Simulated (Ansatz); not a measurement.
**In7N7 zinc blende off sphere (In7N7H20): structure and electronic state**

Aim: characterise In7N7 zinc blende off sphere (In7N7H20) as a singlet: its structure, frontier levels and distribution of charge.

Method: RKS PBE0-D4/def2-TZVP; program: Ansatz 0.2.0, Gaussian basis.

Plan: relaxation at PBE-D4/def2-SVP; a single point at PBE0-D4/def2-TZVP.

1 further run of the same task is left out (set aside as unsound or not needed).

### 1 The starting structure

34 atoms, charge 0, spin multiplicity 1.

Atoms are counted from 1 here; the program's logs count them from 0.

Bond lengths: In1–N9 2.242 Å, In1–N10 2.144 Å, In1–H15 1.706 Å, In1–H16 1.707 Å, In2–N8 2.147 Å, In2–N11 2.147 Å, In2–N12 2.147 Å, In2–H17 1.681 Å, In3–N9 2.096 Å, In3–N11 2.300 Å, In3–N13 2.096 Å, In3–H18 1.678 Å, In4–N8 2.300 Å, In4–N9 2.096 Å, In4–N14 2.096 Å, In4–H19 1.678 Å, In5–N10 2.145 Å, In5–N14 2.241 Å and more. Angles: N9–In1–N10 103.1°, N9–In1–H15 102.1°, N9–In1–H16 102.2°, N10–In1–H15 109.4°, N10–In1–H16 109.3°, H15–In1–H16 127.5°, N8–In2–N11 104.9°, N8–In2–N12 104.9°, N8–In2–H17 113.8°, N11–In2–N12 104.7°, N11–In2–H17 113.8°, N12–In2–H17 113.8°, N9–In3–N11 100.9°, N9–In3–N13 109.3°, N9–In3–H18 118.8°, N11–In3–N13 100.6°, N11–In3–H18 104.8°, N13–In3–H18 118.9° and more.

Geometry (Å):

```mol
H20In7N7
  3D, bonds by distance, orders not assigned

 34 38  0  0  0  0  0  0  0  0999 V2000
    0.6114   -3.1467    0.6120 In  0  0
   -1.9279    1.9317   -1.9262 In  0  0
    0.7529   -0.7594   -1.8248 In  0  0
   -1.8272   -0.7584    0.7594 In  0  0
    0.6153   -0.6177    3.1431 In  0  0
    0.7570    1.8235    0.7591 In  0  0
    3.1436   -0.6124    0.6098 In  0  0
   -3.0313    0.6299   -0.6229 N   0  0
   -0.6454   -1.7771   -0.6406 N   0  0
    1.7886   -1.7899    1.7831 N   0  0
   -0.6265    0.6306   -3.0315 N   0  0
   -0.6215    3.0345   -0.6276 N   0  0
    1.7712    0.6407   -0.6431 N   0  0
   -0.6414    0.6388    1.7775 N   0  0
    1.6039   -3.8935   -0.5581 H   0  0
   -0.5547   -3.8910    1.6116 H   0  0
   -2.8998    2.9025   -2.8951 H   0  0
    1.6112   -1.6199   -2.9817 H   0  0
   -2.9835   -1.6168    1.6200 H   0  0
   -0.5516   -1.6166    3.8876 H   0  0
    1.6119    0.5504    3.8877 H   0  0
    1.6167    2.9794    1.6195 H   0  0
    3.8897   -1.6060   -0.5609 H   0  0
    3.8859    0.5563    1.6076 H   0  0
   -3.6529    0.0319   -1.1687 H   0  0
   -3.6463    1.1782   -0.0197 H   0  0
   -1.2236   -2.3931   -1.2174 H   0  0
    2.3813   -2.3821    2.3741 H   0  0
   -1.1718    0.0341   -3.6551 H   0  0
   -0.0213    1.1796   -3.6434 H   0  0
   -0.0153    3.6452   -1.1768 H   0  0
   -1.1648    3.6592   -0.0305 H   0  0
    2.3845    1.2186   -1.2221 H   0  0
   -1.2184    1.2156    2.3939 H   0  0
  1  9  8  0
  1 10  8  0
  1 15  8  0
  1 16  8  0
  2  8  8  0
  2 11  8  0
  2 12  8  0
  2 17  8  0
  3  9  8  0
  3 11  8  0
  3 13  8  0
  3 18  8  0
  4  8  8  0
  4  9  8  0
  4 14  8  0
  4 19  8  0
  5 10  8  0
  5 14  8  0
  5 20  8  0
  5 21  8  0
  6 12  8  0
  6 13  8  0
  6 14  8  0
  6 22  8  0
  7 10  8  0
  7 13  8  0
  7 23  8  0
  7 24  8  0
  8 25  8  0
  8 26  8  0
  9 27  8  0
 10 28  8  0
 11 29  8  0
 11 30  8  0
 12 31  8  0
 12 32  8  0
 13 33  8  0
 14 34  8  0
M  END
```

In takes a core potential in the def2 sets. No spin-orbit coupling is included.

The start is a GFN2-xTB geometry.

### 2 Relaxation at PBE-D4/def2-SVP

Contents of in.yaml:

```yaml
crystal:
  periodic: [false, false, false]
  atoms:
    - {symbol: In, position_ang: [0.611410, -3.146710, 0.612020]}
    - {symbol: In, position_ang: [-1.927920, 1.931710, -1.926200]}
    - {symbol: In, position_ang: [0.752920, -0.759430, -1.824760]}
    - {symbol: In, position_ang: [-1.827210, -0.758440, 0.759420]}
    - {symbol: In, position_ang: [0.615340, -0.617690, 3.143100]}
    - {symbol: In, position_ang: [0.757040, 1.823500, 0.759140]}
    - {symbol: In, position_ang: [3.143590, -0.612410, 0.609760]}
    - {symbol: N, position_ang: [-3.031330, 0.629880, -0.622860]}
    - {symbol: N, position_ang: [-0.645440, -1.777090, -0.640590]}
    - {symbol: N, position_ang: [1.788550, -1.789920, 1.783080]}
    - {symbol: N, position_ang: [-0.626490, 0.630580, -3.031520]}
    - {symbol: N, position_ang: [-0.621510, 3.034470, -0.627570]}
    - {symbol: N, position_ang: [1.771190, 0.640660, -0.643070]}
    - {symbol: N, position_ang: [-0.641370, 0.638770, 1.777510]}
    - {symbol: H, position_ang: [1.603950, -3.893520, -0.558080]}
    - {symbol: H, position_ang: [-0.554660, -3.890980, 1.611620]}
    - {symbol: H, position_ang: [-2.899770, 2.902490, -2.895080]}
    - {symbol: H, position_ang: [1.611170, -1.619930, -2.981750]}
    - {symbol: H, position_ang: [-2.983530, -1.616800, 1.620020]}
    - {symbol: H, position_ang: [-0.551620, -1.616560, 3.887630]}
    - {symbol: H, position_ang: [1.611920, 0.550420, 3.887720]}
    - {symbol: H, position_ang: [1.616740, 2.979420, 1.619510]}
    - {symbol: H, position_ang: [3.889710, -1.605970, -0.560900]}
    - {symbol: H, position_ang: [3.885850, 0.556260, 1.607590]}
    - {symbol: H, position_ang: [-3.652900, 0.031940, -1.168720]}
    - {symbol: H, position_ang: [-3.646280, 1.178190, -0.019680]}
    - {symbol: H, position_ang: [-1.223630, -2.393090, -1.217410]}
    - {symbol: H, position_ang: [2.381280, -2.382050, 2.374080]}
    - {symbol: H, position_ang: [-1.171770, 0.034130, -3.655140]}
    - {symbol: H, position_ang: [-0.021260, 1.179630, -3.643420]}
    - {symbol: H, position_ang: [-0.015340, 3.645240, -1.176800]}
    - {symbol: H, position_ang: [-1.164790, 3.659190, -0.030500]}
    - {symbol: H, position_ang: [2.384550, 1.218550, -1.222060]}
    - {symbol: H, position_ang: [-1.218390, 1.215560, 2.393920]}
basis:
  gaussian: {orbitals: def2-SVP}
hamiltonian: {xc: pbe, dispersion: d4}
scf: {lower_state_search: "off"}
output: {orbitals: {seedname: orbitals}}
relax: {f_tol: 0.03, max_steps: 70}
```

On the command line:

```sh
$ ansatz run in.yaml --threads 2 --pin off --events-out ev --progress --plain --max-ram 32768MiB --backend cuda --devices 0, --max-vram 18GiB
```

Further steps of the session: Single point, PBE0-D4/def2-TZVP.

**Question.** What will the summary of the whole plan be? Wanted: point group; commonest bond, hydrogen aside; HOMO, LUMO at PBE0-D4/def2-TZVP; dipole at PBE-D4/def2-SVP.

The runs gave:

| quantity | value |
| --- | --- |
| point group | C3v |
| commonest bond, hydrogen aside | In–N, 18 of mean length 2.219 Å |
| HOMO, LUMO at PBE0-D4/def2-TZVP | -6.74, -1.51 eV |
| dipole at PBE-D4/def2-SVP | 11.78 D |

What this shows: The molecule keeps its bonding pattern by the stored test; the atoms moved 0.14 Å (rms). No usable vibrations, so a minimum isn't proven. Whether this spin is the lowest isn't tested here.
